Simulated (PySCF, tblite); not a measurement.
**C₆H₈NO radical: geometry, infrared bands and EPR parameters**

Aim: predict the infrared bands and EPR parameters of C₆H₈NO radical (`[H]/[C]=C\[C@H]1COC/C1=N/[H]`).

Programs: tblite 0.8.0 and PySCF 2.14.0, with density-fitted response routines of our own. Each step states its level of theory. These are calculated values for one molecule in the gas phase, unless marked as measured. Atoms are numbered from 0 throughout.

**1. The starting structure**

16 atoms, charge 0, multiplicity 2; geometry from: force field or distance geometry start.

Bonds of the start (Å): C0–C1 1.31, C1–C2 1.48, C2–C3 1.52, C3–O4 1.45, O4–C5 1.44, C5–C6 1.51, C6–N7 1.30, C6–C2 1.50, C0–H8 1.06, C1–H9 1.10, C2–H10 1.10, C3–H11 1.09, C3–H12 1.08, C5–H13 1.09, C5–H14 1.09, N7–H15 1.02.

**2. Relaxing the molecule with GFN2-xTB**

The job: settings as JSON, then the geometry in Å.

```
{"job": {"kind": "relax", "xc": "GFN2-xTB", "basis": "xTB"}, "charge": 0, "multiplicity": 2}
C      2.370900     1.429000     0.155000
C      1.472900     0.495900     0.317500
C      0.213900     0.360800    -0.457400
C      0.049300    -0.974400    -1.164800
O     -0.516900    -1.886600    -0.183400
C     -1.486900    -1.142700     0.570700
C     -0.950000     0.262000     0.483200
N     -1.445600     1.253400     1.158800
H      3.097700     2.195100     0.024600
H      1.672300    -0.268200     1.087100
H      0.071700     1.194300    -1.161600
H      0.991300    -1.396400    -1.523200
H     -0.652000    -0.910700    -1.990200
H     -1.499900    -1.508300     1.598800
H     -2.467800    -1.205200     0.102600
H     -0.928400     2.111000     0.971000
```

The run is started by

```
$ OMP_NUM_THREADS=1 python probes_run.py task.json out
```

This one command runs all jobs of the session in turn.

What it wrote:

```text
step      E/eV     max force
  0    -646.08407    3.654
  1    -646.18615    3.737
  2    -646.28998    0.482
  3    -646.30160    0.393
  4    -646.31945    0.480
  5    -646.32629    0.290
  6    -646.33251    0.244
  7    -646.34409    0.342
  8    -646.35066    0.250
  9    -646.35606    0.200
 10    -646.35954    0.200
 11    -646.36453    0.225
 12    -646.37159    0.292
 13    -646.38114    0.359
 14    -646.39073    0.367
 15    -646.40450    0.351
 16    -646.41698    0.319
 17    -646.42503    0.277
 18    -646.43233    0.224
 19    -646.43809    0.247
 20    -646.44593    0.265
 21    -646.45517    0.285
 22    -646.46213    0.192
 23    -646.46838    0.214
 24    -646.47374    0.208
 25    -646.47855    0.183
 26    -646.48217    0.158
 27    -646.48470    0.174
 28    -646.48638    0.120
 29    -646.48759    0.149
 30    -646.48848    0.067
 31    -646.48943    0.085
 32    -646.49016    0.104
 33    -646.49110    0.090
 34    -646.49159    0.045
 35    -646.49191    0.049
 36    -646.49219    0.068
 37    -646.49256    0.080
 38    -646.49293    0.060
 39    -646.49325    0.045
 40    -646.49350    0.040
 41    -646.49370    0.039
 42    -646.49384    0.029
 43    -646.49391    0.021
 44    -646.49396    0.018
 45    -646.49401    0.021
 46    -646.49407    0.018
 47    -646.49413    0.017
 48    -646.49418    0.017
 49    -646.49424    0.026
 50    -646.49431    0.026
 51    -646.49440    0.022
 52    -646.49450    0.022
 53    -646.49463    0.028
 54    -646.49477    0.038
 55    -646.49492    0.035
 56    -646.49505    0.030
 57    -646.49516    0.026
 58    -646.49527    0.034
 59    -646.49538    0.028
 60    -646.49549    0.030
 61    -646.49561    0.029
 62    -646.49574    0.040
 63    -646.49588    0.043
 64    -646.49601    0.026
 65    -646.49609    0.024
 66    -646.49615    0.023
 67    -646.49620    0.026
 68    -646.49627    0.026
 69    -646.49634    0.021
 70    -646.49639    0.020
 71    -646.49645    0.023
 72    -646.49654    0.035
 73    -646.49670    0.039
 74    -646.49692    0.041
 75    -646.49714    0.042
 76    -646.49730    0.036
 77    -646.49740    0.027
 78    -646.49747    0.026
 79    -646.49751    0.016
 80    -646.49753    0.009
```

Wall time 0.36 s (1 thread of Arm Neoverse V2, shared host).

The steps of the relaxation: (not every step is listed)

| step | energy from step 0 (eV) | largest force (eV/Å) |
| --- | --- | --- |
| 0 | 0.0000 | 3.6536 |
| 1 | -0.1021 | 3.7374 |
| 2 | -0.2059 | 0.4823 |
| 3 | -0.2175 | 0.3931 |
| 4 | -0.2354 | 0.4796 |
| 5 | -0.2422 | 0.2904 |
| 6 | -0.2484 | 0.2439 |
| 7 | -0.2600 | 0.3418 |
| 8 | -0.2666 | 0.2497 |
| 14 | -0.3067 | 0.3666 |
| 20 | -0.3619 | 0.2646 |
| 26 | -0.3981 | 0.1583 |
| 32 | -0.4061 | 0.1036 |
| 38 | -0.4089 | 0.0596 |
| 44 | -0.4099 | 0.0179 |
| 50 | -0.4102 | 0.0256 |
| 56 | -0.4110 | 0.0302 |
| 62 | -0.4117 | 0.0400 |
| 68 | -0.4122 | 0.0263 |
| 74 | -0.4129 | 0.0412 |
| 75 | -0.4131 | 0.0424 |
| 76 | -0.4132 | 0.0356 |
| 77 | -0.4133 | 0.0266 |
| 78 | -0.4134 | 0.0256 |
| 79 | -0.4134 | 0.0155 |
| 80 | -0.4135 | 0.0095 |

Close pairs (by a distance rule), those that changed most:

| bond | before (Å) | after (Å) | change (Å) |
| --- | --- | --- | --- |
| C1–C2 | 1.485 | 1.538 | +0.053 |
| C6–N7 | 1.298 | 1.253 | -0.045 |
| C3–O4 | 1.455 | 1.412 | -0.043 |
| O4–C5 | 1.436 | 1.411 | -0.025 |
| C1–H9 | 1.103 | 1.083 | -0.019 |
| C0–C1 | 1.305 | 1.286 | -0.019 |
| C3–H12 | 1.085 | 1.102 | +0.017 |
| C2–C6 | 1.500 | 1.513 | +0.013 |

The final coordinates are the input of the step that follows.

**3. Harmonic vibrations with GFN2-xTB**

The job: settings as JSON, then the geometry in Å.

```
{"job": {"kind": "ir", "xc": "GFN2-xTB", "basis": "xTB"}, "charge": 0, "multiplicity": 2}
C      2.372274     1.368602     0.367096
C      1.553775     0.377830     0.325138
C      0.250332     0.332567    -0.489206
C      0.065216    -1.031278    -1.159026
O     -0.535620    -1.859388    -0.186199
C     -1.426160    -1.057210     0.559183
C     -0.899842     0.353080     0.493510
N     -1.381322     1.293267     1.167307
H      2.497534     2.347628    -0.031144
H      1.715913    -0.532002     0.890249
H      0.221062     1.169118    -1.188085
H      0.999982    -1.502190    -1.467395
H     -0.592801    -0.928963    -2.036512
H     -1.476231    -1.436612     1.581153
H     -2.437464    -1.082940     0.126077
H     -0.934246     2.197434     1.036443
```

What it wrote:

```text
mode    cm-1     km/mol
  1      67.0      0.59
  2      72.1      0.18
  3     170.4     12.12
  4     209.8      1.06
  5     305.8      7.58
  6     349.6      0.28
  7     415.3      8.03
  8     505.0      0.64
  9     608.7      4.57
 10     622.0      3.20
 11     694.4     28.37
 12     717.2     71.80
 13     807.6     34.23
 14     865.0     43.64
 15     888.2     31.47
 16     931.2     20.12
 17     966.8     22.24
 18     970.5     18.91
 19    1007.9     30.56
 20    1024.1      9.30
 21    1061.9      6.79
 22    1095.5     34.25
 23    1130.5      7.87
 24    1169.9     21.62
 25    1187.6     17.49
 26    1207.6      5.55
 27    1244.6      3.93
 28    1256.4     82.19
 29    1268.7     76.47
 30    1300.1     25.45
 31    1441.4      9.97
 32    1471.4      0.99
 33    1706.6     63.34
 34    1762.0    170.78
 35    2850.9     55.40
 36    2863.2     41.51
 37    2981.8      9.52
 38    2983.4     20.88
 39    2989.3     28.04
 40    3017.8     11.09
 41    3202.3     11.61
 42    3345.4     11.73
```

It took 0.36 s on 1 thread of Arm Neoverse V2, shared host.

The strongest bands and the atoms that carry them (share of the mass-weighted mode):

| cm⁻¹ | km/mol | atoms |
| --- | --- | --- |
| 717 | 71.8 | H8 32 %, C0 19 %, C3 17 % |
| 865 | 43.6 | C2 24 %, C1 16 %, H12 12 % |
| 1256 | 82.2 | H15 22 %, H14 21 %, C6 16 %, H13 14 % |
| 1269 | 76.5 | C5 22 %, H14 16 %, H15 15 %, H13 12 % |
| 1707 | 63.3 | C1 44 %, C0 39 % |
| 1762 | 170.8 | C6 56 %, N7 31 % |
| 2851 | 55.4 | H12 91 % |
| 2863 | 41.5 | H14 90 % |

**4. EPR parameters: B3LYP/pcH-1**

The job, as its differences from that of step 3:

```diff
@@ -1,2 +1,2 @@
-{"job": {"kind": "ir", "xc": "GFN2-xTB", "basis": "xTB"}, "charge": 0, "multiplicity": 2}
+{"job": {"kind": "epr", "basis": "pcH-1"}, "charge": 0, "multiplicity": 2}
 C      2.372274     1.368602     0.367096
```

Method: UKS B3LYP, pcH-1 on C H N O, non-relativistic, mean-field spin-orbit, GIAO.

What it wrote:

```text
UKS, coarse grid
  cycle   1  E = -363.20543301  |g| = 5.12e-01
  cycle   2  E = -363.04426370  |g| = 8.38e-01
  cycle   3  E = -363.30572878  |g| = 1.12e-01
  cycle   4  E = -363.31027228  |g| = 6.02e-02
  cycle   5  E = -363.31177429  |g| = 2.21e-02
  cycle   6  E = -363.31200165  |g| = 5.17e-03
  cycle   7  E = -363.31202926  |g| = 2.11e-03
  cycle   8  E = -363.31203824  |g| = 1.88e-03
  cycle   9  E = -363.31204227  |g| = 6.61e-04
UKS, final grid
  cycle   1  E = -363.31208956  |g| = 8.31e-04
  cycle   2  E = -363.31208915  |g| = 1.42e-03
  cycle   3  E = -363.31209013  |g| = 1.60e-04
  cycle   4  E = -363.31209021  |g| = 1.33e-04
  cycle   5  E = -363.31209024  |g| = 6.44e-05
  cycle   6  E = -363.31209024  |g| = 1.74e-05
E = -363.31209024 Eh   <S^2> = 0.7588 (exact 0.7500)
g shifts (ppm)      1          2          3
  rmc          -148       -148       -148
  gc             34          8        -38
  oz_so        -376         24        573
  total        -490       -116        387
hyperfine (MHz)  atom isotope    a_iso     a_fc   dipolar eigenvalues
    0   13C     303.47     303.47    -81.54    -60.20    141.74
    1   13C     -15.59     -15.59    -18.38      2.16     16.22
    2   13C      77.46      77.46     -9.15     -8.51     17.66
    3   13C      -2.60      -2.60     -0.68     -0.55      1.22
    4   17O      -0.44      -0.44     -0.74      0.33      0.41
    5   13C       1.85       1.85     -0.36     -0.24      0.60
    6   13C      -4.81      -4.81     -1.01      0.26      0.75
    7   14N       0.20       0.20     -0.67     -0.47      1.14
    8    1H      29.75      29.75    -32.67     -6.50     39.17
    9    1H     114.06     114.06     -6.17     -5.14     11.31
   10    1H      -6.85      -6.85     -6.27     -1.30      7.57
   11    1H       3.06       3.06     -1.36     -1.17      2.53
   12    1H       6.58       6.58     -1.11     -0.75      1.86
   13    1H       0.78       0.78     -0.65     -0.56      1.21
   14    1H      -0.37      -0.37     -0.60     -0.54      1.13
   15    1H      -0.74      -0.74     -1.75     -0.75      2.49
```

It took 60 s on 1 thread of Arm Neoverse V2, shared host; peak memory 0.97 GiB.

Principal g values 2.00183, 2.00220, 2.00271; g(iso) = 2.00225, against 2.00232 for a free electron.

Hyperfine couplings, nucleus by nucleus at this fixed geometry (no averaging over rotations):

```
nuclei  isotope  a(iso) (MHz)  a(iso) (G, at g = 2.0023)  largest dipolar term (MHz)
    C0      13C         303.5                      108.3                       141.7
    H9       1H         114.1                       40.7                        11.3
    C2      13C          77.5                       27.6                        17.7
    H8       1H          29.7                       10.6                        39.2
    C1      13C         -15.6                       -5.6                       -18.4
   H10       1H          -6.9                       -2.4                         7.6
   H12       1H           6.6                        2.3                         1.9
    C6      13C          -4.8                       -1.7                        -1.0
   H11       1H           3.1                        1.1                         2.5
    C3      13C          -2.6                       -0.9                         1.2
    C5      13C           1.9                        0.7                         0.6
   H13       1H           0.8                        0.3                         1.2
   H15       1H          -0.7                       -0.3                         2.5
    O4      17O          -0.4                       -0.2                        -0.7
```

Mulliken spin populations:

C0 1.03; C1 -0.17; C2 0.08; C3 0.00; O4 0.00; C5 0.00; C6 -0.01; N7 0.01; H8 0.00; H9 0.05; H10 0.00; H11 0.00; H12 0.00; H13 0.00; H14 0.00; H15 0.00

In first order the couplings over 0.8 MHz of 1H give 32 distinct lines over 57.2 G.

Orbitals, density, ELF and potential are computed afterwards from the orbital file.

ELF in a plane through or near 7 of the atoms.

Ten even steps from '0' (0.00) to '9' (1.00):
```
0000000000000000000000000000
0000000000000000000000000000
0000000000000012100000000000
0000000000132258750000000000
0000000000799789972000000000
0000000000799828861000000000
0000000000056657510021000000
0000033100001576412797100000
0001899720013732768999500000
0003999941254685447999500000
0001899832363462012343100000
0000145432255895433100000000
0000001332102629333310000000
0000000221002784421100000000
0000000000008998300000000000
0000000000018998300000000000
0000000000003774000000000000
0000000000000000000000000000
0000000000000000000000000000
0000000000000000000000000000
```
The map spans 12.0 Å across and 10.1 Å up, centred on the molecule. Atoms in the plane (x, y in Å): C2 (-0.4, -0.2), C3 (0.6, -1.4), C6 (0.5, 1.0), N7 (0.3, 2.2), H8 (-3.4, 0.2), H14 (2.6, 0.6), H15 (-0.6, 2.4).

On the surface of density 0.002 e/bohr³ the electrostatic potential runs, from the 1st to the 99th percentile, from -1.66 V near N7 to 1.42 V near H15.

The spin density lies nearest to C0 70 %; H8 9 %; C1 7 % (beta excess).

**5. What came out**

| quantity | value |
| --- | --- |
| strongest single infrared mode (GFN2-xTB) | 1762 cm⁻¹, 171 km/mol |
| zero-point energy (GFN2-xTB) | 78.2 kcal/mol |
| g(iso) (B3LYP) | 2.00225 |
| ⟨S²⟩ | 0.759 (exact 0.75) |
| largest a(iso) | 13C on C0, 303.5 MHz |
| potential on the surface of density 0.002 e/bohr³, 1st and 99th percentile | -1.66 V and 1.42 V |

In words: The optimisation took 80 steps and gained 0.413 eV; among the close pairs (by a distance rule), C1–C2 changed most, from 1.485 to 1.538 Å. No mode is imaginary among the 42: a minimum at this level. The strongest single mode, at 1762 cm⁻¹, moves mainly C6 and N7. Unscaled tight-binding wavenumbers are off by several per cent, some by more. Its intensities can rank the bands wrongly. Most of the unpaired spin sits on C0 (1.03 e). The isotropic g lies 0.1 ppt below the free-electron value. These values are for one conformer; the search (at its own cheap level) found 1 more, at 1.33 kcal/mol, and measured spectra average over such forms.
